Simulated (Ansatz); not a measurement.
**RuCl+ (triplet): wave-function methods side by side, def2-QZVPP**

An exercise on one series of results from a longer session: the logs are not shown, and one member is left open.

Program: Ansatz 0.2.0, Gaussian basis. Level of theory: def2-QZVPP, core rule «outside noble gas», up to 9 orbitals frozen. These are calculated values, not measurements.

The runs, in order: UHF; ROHF; CCSD(T) on UHF.

2 further runs of the same task are left out: 2 set aside as unsound or not needed.

## The geometry

The geometry is a PBE0/def2-TZVP stationary point (not a proven minimum) of the parent state, kept for this charge and spin. No spin-orbit coupling is included. Elements past krypton take def2 core potentials.

2 atoms, charge 1, spin multiplicity 3.

Atoms are counted from 1 here; the program's logs count them from 0.

Bond lengths: Ru1–Cl2 2.085 Å.

The first run:

in.yaml

```yaml
crystal:
  periodic: [false, false, false]
  atoms:
    - {symbol: Ru, position_ang: [0.000000, 0.000000, 0.000000]}
    - {symbol: Cl, position_ang: [0.000000, 0.000000, 2.085200]}
basis:
  gaussian: {orbitals: "def2-QZVPP.json"}
total_charge: 1
magnetization: {spin_polarized: true, initial_magnetization: 2}
hamiltonian: {xc: hf}
output: {orbitals: {seedname: orbitals}}
```

Run with:

```sh
$ ansatz run in.yaml --threads 1 --pin off --events-out ev --progress --plain --max-ram 3968MiB --backend cpu
```

Steps of the session up to this table: UHF; ROHF; CCSD(T) on UHF.

One of the session's tables, all rows but one given; the rest of the session is left out.

```
  method  from UCCSD(T) (kcal/mol)
    ROHF                   +299.14
     UHF                   +283.08
    UMP2                    +33.51
   UCCSD                         ?
UCCSD(T)                         0
```

**Question.** Estimate the row for UCCSD.

As computed: from UCCSD(T) (kcal/mol): +17.85. In the column «from UCCSD(T) (kcal/mol)» it lies between UCCSD(T) (0) and UMP2 (+33.51).

The program flags UCCSD(T) as in doubt (see the logs), so the zero of the table is itself unsure.

To keep in mind: The determinant is far from a pure spin state, so its energy mixes those of several spin states (harmless only where they are near-degenerate, as at dissociation). The program flags UCCSD(T) as in doubt, so the zero of the table is itself unsure.
